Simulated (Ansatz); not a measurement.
# AlCl2H4N: the cost of one run

All numbers below are computed with Ansatz 0.2.0 (RHF/def2-SVP).

## 1. The system as given

Bond lengths: Al1–Cl3 2.230 Å, Al1–Cl4 2.230 Å, Al1–N5 2.220 Å, N5–H6 1.060 Å, N5–H7 1.060 Å. Angles: Cl3–Al1–Cl4 120.0°, Cl3–Al1–N5 97.0°, Cl4–Al1–N5 101.2°, Al1–N5–H6 120.0°, Al1–N5–H7 120.0°, H6–N5–H7 120.0°.

Structure file:

```xyz
8

Al    0.0000    0.0000    0.0000
H     0.0000    0.0000    1.9100
Cl    1.9312    0.0000   -1.1150
Cl   -1.9312    0.0000   -1.1150
N     0.0928   -2.1047    0.7000
H    -0.4256   -2.8627    0.1705
H     0.6555   -2.3517    1.5637
H     0.0453   -1.0270    1.8385
```

## 2. A restrained relaxation towards end A

Springs on the bonds that form and break draw the guess towards this end; the thresholds are loose.

Input file input.yaml:

```yaml
crystal:
  periodic: [false, false, false]
  atoms:
    - { symbol: Al, position_ang: [0.0, 0.0, 0.0] }
    - { symbol: H, position_ang: [0.0, 0.0, 1.91] }
    - { symbol: Cl, position_ang: [1.9312, 0.0, -1.115] }
    - { symbol: Cl, position_ang: [-1.9312, 0.0, -1.115] }
    - { symbol: "N", position_ang: [0.0928, -2.1047, 0.7] }
    - { symbol: H, position_ang: [-0.4256, -2.8627, 0.1705] }
    - { symbol: H, position_ang: [0.6555, -2.3517, 1.5637] }
    - { symbol: H, position_ang: [0.0453, -1.027, 1.8385] }
basis:
  gaussian: { orbitals: def2-SVP }
hamiltonian:
  xc: hf
relax:
  f_tol: 0.15
  max_steps: 25
  restrain:
    - { distance: [0, 4], at: 3.12, k: 30.0 }
    - { distance: [7, 1], at: 1.86, k: 30.0 }
    - { distance: [0, 1], at: 1.56, k: 30.0 }
    - { distance: [7, 4], at: 1.06, k: 30.0 }
```

Run with:

```
$ ansatz run input.yaml --threads 1 --pin off --max-ram 2048MiB --backend cpu --events-out ev --progress --plain --runs-dir out
```

Q: Estimate wall time and peak memory on 1 thread of Arm Neoverse V2, shared host.

About 17 s, with a peak of 0.16 GiB.
